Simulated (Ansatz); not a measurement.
# H5OPSSi: small, medium and large basis sets

Aim: see how fast density functionals converge with the basis set for H5OPSSi.

Program: Ansatz 0.2.0, Gaussian basis. Level of theory: one geometry, several basis sets. These are calculated values, not measurements.

Plan: PBE0-D4/def2-SVP; ωB97M-V/def2-SVP; PBE0-D4/def2-QZVPP; ωB97M-V/def2-QZVPP; the functionals' def2-TZVPP values are taken from earlier runs.

## Step 1: Structure used throughout

An earlier PBE0-D4 in a triple-zeta def2 set relaxation fixed the geometry.

SMILES `O[SiH2]PS`, 9 atoms, charge 0, spin multiplicity 1.

Atoms are counted from 1 here; the program's logs count them from 0.

Bond lengths: O1–Si2 1.645 Å, O1–H5 0.960 Å, Si2–P3 2.257 Å, Si2–H6 1.488 Å, Si2–H7 1.483 Å, P3–S4 2.132 Å, P3–H8 1.420 Å, S4–H9 1.342 Å. Angles: Si2–O1–H5 116.0°, O1–Si2–P3 113.9°, O1–Si2–H6 111.5°, O1–Si2–H7 106.2°, P3–Si2–H6 105.0°, P3–Si2–H7 109.4°, H6–Si2–H7 110.9°, Si2–P3–S4 94.8°, Si2–P3–H8 95.9°, S4–P3–H8 96.5°, P3–S4–H9 95.5°.

## Step 2: PBE0-D4 in def2-SVP

in.yaml reads:

```yaml
crystal:
  periodic: [false, false, false]
  atoms:
    - {symbol: O, position_ang: [-0.335956, 0.478955, -1.765706]}
    - {symbol: Si, position_ang: [0.886647, 0.379423, -0.669577]}
    - {symbol: P, position_ang: [0.420003, -0.933047, 1.105954]}
    - {symbol: S, position_ang: [-1.597765, -0.271183, 1.290313]}
    - {symbol: H, position_ang: [-1.170590, 0.819437, -1.435005]}
    - {symbol: H, position_ang: [1.207233, 1.710971, -0.088849]}
    - {symbol: H, position_ang: [2.052874, -0.174084, -1.398915]}
    - {symbol: H, position_ang: [0.137443, -2.103439, 0.353244]}
    - {symbol: H, position_ang: [-1.511289, 0.046766, 2.591342]}
basis:
  gaussian: {orbitals: def2-SVP}
hamiltonian: {xc: pbe0, dispersion: d4}
output: {orbitals: {seedname: orbitals}}
```

On the command line:

```
$ ansatz run in.yaml --threads 2 --pin off --events-out ev --progress --plain --max-ram 4352MiB
```

After this run come: ωB97M-V in def2-SVP; PBE0-D4 in def2-QZVPP; ωB97M-V in def2-QZVPP.

Before running them: what should the planned runs give, taken together? Wanted: PBE0-D4: double and triple zeta above quadruple; ωB97M-V: double and triple zeta above quadruple.

**Answer**, as computed:

| quantity | value |
| --- | --- |
| PBE0-D4: double and triple zeta above quadruple | 13.69, 1.03 eV |
| ωB97M-V: double and triple zeta above quadruple | 13.70, 0.97 eV |

PBE0-D4 gains 12.67 eV from double to triple zeta, then 1.03 eV more. Total energies overstate the basis error of differences, where much of it tends to cancel. The LUMO of ωB97M-V is positive and keeps falling with the basis (1.56 to 0.72 eV): an unbound level that the basis holds in place.
